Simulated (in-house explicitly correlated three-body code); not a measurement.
# Two electrons around a charge of +1.4: exact states and exact Kohn–Sham parts

System: two electrons around a charge of +1.4. A variational three-body run gives its energies and expectation values, then the exact Kohn–Sham parts of the ground state and the errors of common functionals.

Method: two electrons, non-relativistic, variational in exponentially correlated functions. Code: in-house explicitly correlated three-body code version 1.

### Step 1. What is computed

```
charge of the centre : +1.4
mass of the centre   : infinite
interactions         : Coulomb
basis                : 260 functions exp(−a r1 − b r2 − g r12) a state, exponent ranges optimised
units                : hartree and bohr; relativity and QED are left out
```

### Step 2. The variational calculation

Settings:

```ini
Z = 1.4
interaction_strength = 1.0
functions = 260
states_tried = 13
```

Started as:

```sh
$ python run_hyl.py task.json out
```

Q: Predict the outcome of this session. Wanted: ground-state energy; binding of the second electron; ⟨r12⟩, ⟨cos θ12⟩; resonance line 1 ¹S–2 ¹P; polarisability of the ground state; Ts, Ex, Ec; exact less Hartree–Fock.

The runs gave:

```
                          quantity                                value
               ground-state energy                  -1.23757713 hartree
    binding of the second electron                            7.0090 eV
                  ⟨r12⟩, ⟨cos θ12⟩                  2.340 bohr, -0.0878
          resonance line 1 ¹S–2 ¹P                6.4640 eV, f = 0.0862
polarisability of the ground state                         10.448 bohr³
            Ts, Ex, Ec (Kohn–Sham)  1.20477, -0.64612, -0.04074 hartree
           exact less Hartree–Fock                     -0.04047 hartree
```

In words: The second electron is bound by 7.009 eV, and the mean cosine of -0.088 shows the electrons leaning only slightly to opposite sides. The virial ratio −T/E is 1.0000000, where an exact Coulomb state gives 1. Exchange puts 2 ³S 0.219 eV under 2 ¹S. On the exact density PW91 errs least (+0.2 millihartree) and LDA PW92 most (+34.5). Self-consistent top levels of the semilocal functionals lie +4.6 to +5.1 eV from minus the binding energy, the exact Kohn–Sham level.
